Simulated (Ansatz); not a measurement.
**CH₆AlNSi: one species, many methods**

One table from this session's results is given with a row withheld; the runs are named, their logs left out.

Computed with Ansatz 0.2.0, Gaussian basis. Level: functionals in def2-TZVPP, the program's frozen cores in correlated methods.

Levels to be run: LDA (SPW92), PBE-D4, revPBE-D4, BLYP-D4, r2SCAN-D4, B97M-V, PBE0-D4, B3LYP-D4, r2SCANh-D4, r2SCAN0-D4, HSE06-D4, BHLYP-D4, CAM-B3LYP-D4, LC-ωPBE, ωB97X-V, ωB97M-V, B2PLYP, PBE-QIDH; CCSD(T)/def2-SVP; CCSD(T)/def2-TZVPP; MP2/def2-QZVPP; extrapolation to the limit; RPA on PBE.

## The geometry

An earlier PBE0-D4 in a triple-zeta def2 set relaxation fixed the geometry.

SMILES `[SiH3][CH]1[NH][AlH]1`, 10 atoms, charge 0, spin multiplicity 1.

Atoms are counted from 1 here; the program's logs count them from 0.

Bond lengths: Si1–C2 1.853 Å, Si1–H5 1.491 Å, Si1–H6 1.495 Å, Si1–H7 1.495 Å, C2–N3 1.522 Å, C2–Al4 1.926 Å, C2–H8 1.095 Å, N3–Al4 1.718 Å, N3–H9 1.005 Å, Al4–H10 1.568 Å. Angles: C2–Si1–H5 111.0°, C2–Si1–H6 113.4°, C2–Si1–H7 109.4°, H5–Si1–H6 107.8°, H5–Si1–H7 108.3°, H6–Si1–H7 106.7°, Si1–C2–N3 116.7°, Si1–C2–Al4 120.3°, Si1–C2–H8 114.9°, N3–C2–Al4 58.4°, N3–C2–H8 114.5°, Al4–C2–H8 119.6°, C2–N3–Al4 72.7°, C2–N3–H9 120.3°, Al4–N3–H9 165.7°, C2–Al4–N3 49.0°, C2–Al4–H10 164.3°, N3–Al4–H10 146.7°.

The first run:

The input, in.yaml:

```yaml
crystal:
  periodic: [false, false, false]
  atoms:
    - {symbol: Si, position_ang: [-1.339047, 0.478535, -0.345996]}
    - {symbol: C, position_ang: [0.044103, -0.699620, 0.018598]}
    - {symbol: N, position_ang: [1.021857, -0.288211, 1.110183]}
    - {symbol: Al, position_ang: [1.863990, -0.215552, -0.385169]}
    - {symbol: H, position_ang: [-2.147139, 0.011836, -1.509092]}
    - {symbol: H, position_ang: [-2.269315, 0.678231, 0.807515]}
    - {symbol: H, position_ang: [-0.772998, 1.821502, -0.677090]}
    - {symbol: H, position_ang: [-0.242844, -1.755675, 0.040507]}
    - {symbol: H, position_ang: [0.704514, -0.167672, 2.055633]}
    - {symbol: H, position_ang: [3.220079, 0.085527, -1.112189]}
basis:
  gaussian: {orbitals: def2-TZVPP}
hamiltonian: {xc: lda}
output: {orbitals: {seedname: orbitals}}
```

On the command line:

```bash
$ ansatz run in.yaml --threads 2 --pin off --events-out ev --progress --plain --max-ram 4352MiB
```

Among the steps run: LDA; PBE-D4 (GGA); revPBE-D4 (GGA); BLYP-D4 (GGA); r2SCAN-D4 (meta-GGA); B97M-V (meta-GGA); PBE0-D4 (hybrid); B3LYP-D4 (hybrid); r2SCANh-D4 (hybrid); r2SCAN0-D4 (hybrid); HSE06-D4 (hybrid); BHLYP-D4 (hybrid); CAM-B3LYP-D4 (range-separated); LC-ωPBE (range-separated); ωB97X-V (range-separated); ωB97M-V (range-separated); B2PLYP (double hybrid); PBE-QIDH (double hybrid).

One of the session's tables, all rows but one given; the rest of the session is left out.

It belongs to the step «Orbital energies across the functionals». 

```
  functional  HOMO (eV)  gap (eV)
 LDA (SPW92)      -5.39      3.41
      PBE-D4          ?         ?
   revPBE-D4      -5.17      3.53
     BLYP-D4      -5.10      3.47
   r2SCAN-D4      -5.40      3.99
      B97M-V      -5.53      3.89
     PBE0-D4      -6.42      5.44
    B3LYP-D4      -6.21      5.02
  r2SCANh-D4      -5.86      4.71
  r2SCAN0-D4      -6.56      5.77
    HSE06-D4      -6.03      4.67
    BHLYP-D4      -7.55      7.32
CAM-B3LYP-D4      -7.77      7.70
     LC-ωPBE      -9.10     10.12
     ωB97X-V      -8.76      9.65
     ωB97M-V      -8.68      9.28
```

Estimate the missing values for PBE-D4.

As computed: HOMO (eV): -5.23; gap (eV): 3.48. In the column «HOMO (eV)» it lies between LDA (SPW92) (-5.39) and revPBE-D4 (-5.17).
